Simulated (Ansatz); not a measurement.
# C₂H₆BInO: basis-set convergence

How large a basis does C₂H₆BInO need? Two functionals are run in growing sets.

Program: Ansatz 0.2.0, Gaussian basis. Level of theory: one geometry, several basis sets. These are calculated values, not measurements.

Plan: PBE0-D4/def2-SVP; ωB97M-V/def2-SVP; PBE0-D4/def2-QZVPP; ωB97M-V/def2-QZVPP; the functionals' def2-TZVPP values are taken from earlier runs.

### Step 1. The geometry

All runs share one geometry, relaxed beforehand with PBE0-D4 in a triple-zeta def2 set. In takes the def2 core potential; no spin-orbit term is included.

11 atoms, charge 0, spin multiplicity 1.

Atoms are counted from 1 here; the program's logs count them from 0.

Bond lengths: B1–C2 1.547 Å, B1–H6 1.196 Å, B1–H7 1.196 Å, C2–C3 1.350 Å, C2–O4 1.346 Å, C3–H8 1.081 Å, C3–H9 1.089 Å, O4–In5 2.010 Å, In5–H10 1.701 Å, In5–H11 1.705 Å. Angles: C2–B1–H6 118.9°, C2–B1–H7 120.9°, H6–B1–H7 120.2°, B1–C2–C3 118.0°, B1–C2–O4 118.6°, C3–C2–O4 123.3°, C2–C3–H8 120.0°, C2–C3–H9 122.6°, H8–C3–H9 117.4°, C2–O4–In5 125.5°, O4–In5–H10 109.1°, O4–In5–H11 112.7°, H10–In5–H11 138.2°.

### Step 2. PBE0-D4 in def2-SVP

in.yaml

```yaml
crystal:
  periodic: [false, false, false]
  atoms:
    - {symbol: B, position_ang: [-1.571965, -0.649944, 1.140504]}
    - {symbol: C, position_ang: [-0.316939, -0.407111, 0.269835]}
    - {symbol: C, position_ang: [0.881503, -0.779170, 0.768408]}
    - {symbol: O, position_ang: [-0.478895, 0.085370, -0.972319]}
    - {symbol: In, position_ang: [0.720637, 1.431493, -1.860399]}
    - {symbol: H, position_ang: [-1.430394, -1.038575, 2.262780]}
    - {symbol: H, position_ang: [-2.668676, -0.464026, 0.702269]}
    - {symbol: H, position_ang: [0.951731, -1.165199, 1.775920]}
    - {symbol: H, position_ang: [1.801164, -0.723007, 0.188262]}
    - {symbol: H, position_ang: [0.315641, 1.534547, -3.508823]}
    - {symbol: H, position_ang: [1.796193, 2.175622, -0.766437]}
basis:
  gaussian: {orbitals: def2-SVP}
hamiltonian: {xc: pbe0, dispersion: d4}
output: {orbitals: {seedname: orbitals}}
```

The run is started by

```
ansatz run in.yaml --threads 4 --pin off --events-out ev --progress --plain --max-ram 10444MiB
```

Further steps of the session: ωB97M-V in def2-SVP; PBE0-D4 in def2-QZVPP; ωB97M-V in def2-QZVPP.

Q: Predict the results of all the runs planned. Wanted: PBE0-D4: double and triple zeta above quadruple; ωB97M-V: double and triple zeta above quadruple.

As calculated:

```
                                       quantity          value
PBE0-D4: double and triple zeta above quadruple  6.16, 0.33 eV
ωB97M-V: double and triple zeta above quadruple  6.43, 0.32 eV
```

In words: For PBE0-D4 the step from double to triple zeta gains 5.83 eV and the next only 0.33 eV. Total energies overstate the basis error of differences, where much of it tends to cancel.
